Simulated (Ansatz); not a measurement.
# Ti: a line through an energy map

One table from this session's results is given with a row withheld; the runs are named, their logs left out.

This is Ti in the bcc structure; at room conditions it is hcp.

Program: Ansatz 0.2.0. Level of theory: DFT PBEsol, scalar-relativistic, plane waves, PAW. These are calculated values, not measurements.

28 further runs of the same task are left out: 28 set aside as unsound or not needed.

## The system as given

The structure is cubic, space group Im-3m (No. 229). The conventional cell has a = 3.210 Å, b = 3.210 Å, c = 3.210 Å, α = 90.00°, β = 90.00°, γ = 90.00°. Ti (site symmetry m-3m) is surrounded by 8 Ti at 2.78 Å.

Structure file:

```cif
data_structure
_symmetry_space_group_name_H-M 'P 1'
_symmetry_Int_Tables_number 1
_cell_length_a 2.7801
_cell_length_b 2.7801
_cell_length_c 2.7801
_cell_angle_alpha 109.471
_cell_angle_beta 109.471
_cell_angle_gamma 109.471
_cell_volume 16.54
loop_
_atom_site_label
_atom_site_type_symbol
_atom_site_fract_x
_atom_site_fract_y
_atom_site_fract_z
_atom_site_occupancy
Ti1 Ti 0.00000 0.00000 0.00000 1
```

It is the result of an earlier relaxation at this level (volume 16.54 Å³/atom; gap on the mesh: none (metal)).

## The scan

The energy is mapped over volume and a fixed ferromagnetic moment.

First coordinate, volume per atom: 7 values from 13.56 to 19.52 Å³. Second coordinate, total spin moment of the cell, held fixed: 9 values from 0.000 to 1.000 μB.

Nothing else is relaxed (shape and fractional coordinates fixed). Points are written as (first, second).

Set-up of the first run:

input.yaml

```yaml
crystal:
  lattice:
    - [-1.5023666344, 1.5023666344, 1.5023666344]
    - [1.5023666344, -1.5023666344, 1.5023666344]
    - [1.5023666344, 1.5023666344, -1.5023666344]
  atoms:
    - { symbol: Ti, position: [0.0, 0.0, 0.0], spin: 0.75 }
basis:
  ecutwfc: 520.0
kpoints:
  mp_grid: { grid: [22, 22, 22] }
hamiltonian:
  xc: pbesol
  pseudopotentials: { kind: paw }
scf:
  occupations: { method: gaussian, width: 0.15 }
  lower_state_search: "off"
output:
  forces: true
  stress: true
  eigenvalues: true
  populations: true
magnetization:
  spin_polarized: true
  initial_magnetization: 0.75
  spin_locking: { lock_magnetization: hard }
```

On the command line:

```bash
> ansatz run input.yaml --threads 1 --pin off --max-ram 2048MiB --backend cpu --events-out ev --progress --plain --runs-dir out
```

Steps of the session up to this table: The run at (13.56 Å³, 0.750 μB); The run at (15.55 Å³, 0.750 μB); Point (16.54 Å³, 0.750 μB); The run at (17.53 Å³, 0.750 μB); The run at (18.53 Å³, 0.750 μB); Point (19.52 Å³, 0.750 μB).

One table of the session follows, with a row left open; its other results are not shown here.

| volume per atom (Å³) | energy (meV/atom) | pressure (GPa) |
| --- | --- | --- |
| 13.56 | 290 | 33.7 |
| 14.56 | ? | ? |
| 15.55 | 34 | 9.7 |
| 16.54 | 0 | 1.6 |
| 17.53 | 10 | −4.6 |
| 18.53 | 54 | −9.4 |
| 19.52 | 125 | −13.1 |

**Question.** Estimate the row for volume per atom (Å³) = 14.56.

Worked estimate for «energy (meV/atom)». A straight line through the neighbours (13.56, 290) and (15.55, 34) gives 290 + (34 − 290) × (14.56 − 13.56) / (15.55 − 13.56) = 161; a parabola fitted to 3 rows on both sides gives 130.

**Answer.** energy (meV/atom): 125; pressure (GPa): 20.1. In «energy (meV/atom)» the line misses by +36 and the parabola by +5.

Energies count from the lowest point of the line. Rows without a step come from runs not printed here or follow by symmetry.

Three points round the minimum, joined by a parabola, put the minimum at 16.806 Å³, with a curvature of about 45 meV/atom per (Å³)². The highest point computed, at 13.56 Å³, lies 290 meV/atom above the lowest.

To keep in mind: Warnings in the runs' records: stress scf threshold loose.
